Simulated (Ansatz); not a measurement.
# Hf2Pd2Se2Br2O3 in Ansatz: the effect of functional

The system is Hf2Pd2Se2Br2O3.

```
Hf Pd Se Br O
1.0
     7.67722   -1.70971    0.00000
     7.67722    1.70971    0.00000
    -3.99941    0.00000   12.58754
Hf Pd Se Br O
2 2 2 2 3
Direct
  0.05486 0.05486 0.93856
  0.39372 0.39372 0.71691
  0.82080 0.82080 0.49036
  0.67714 0.67714 0.25693
  0.07768 0.07768 0.15435
  0.21009 0.21009 0.41200
  0.41355 0.41355 0.95480
  0.75396 0.75396 0.71349
  0.40299 0.40299 0.57873
  0.61446 0.61446 0.92698
  0.96906 0.96906 0.77831
```

The cell was built by a generator and needn't be a form met in nature.

Alike in all runs:

| Item | Value |
| --- | --- |
| Program | Ansatz 0.2.0 |
| Task | band structure |
| Potentials or basis | Ansatz PAW |
| k mesh | 8 × 8 × 2 |
| Occupations | fermi-dirac, width 0.05 eV |
| Spin | no spin polarisation |

```csv
functional,cutoff,gap on the mesh (eV),pressure (GPa),largest force (eV/Å)
BLYP,420 eV (not typed: the program's choice for these potentials),0.85,2.6,0.33
PBEsol,420 eV (not typed: the program's choice for these potentials),?,?,?
r2SCAN,500 eV (not typed: the program's choice for these potentials),0.99,-1.5,0.52
```

Question: What does the run with functional PBEsol give?

Answer: gap on the mesh 0.81 eV; pressure -2.5 GPa; largest force 0.35 eV/Å.

Caveats: the k mesh misses the band edges, so the gap on the mesh is wider than the one along the path; spin-orbit coupling is left out, which moves the levels of the heavy elements; the PAW data sets come from PBE, with cores solved anew for the run's functional, which leaves a small shift of forces and pressure.

Runs at the PBE level aren't shown here.
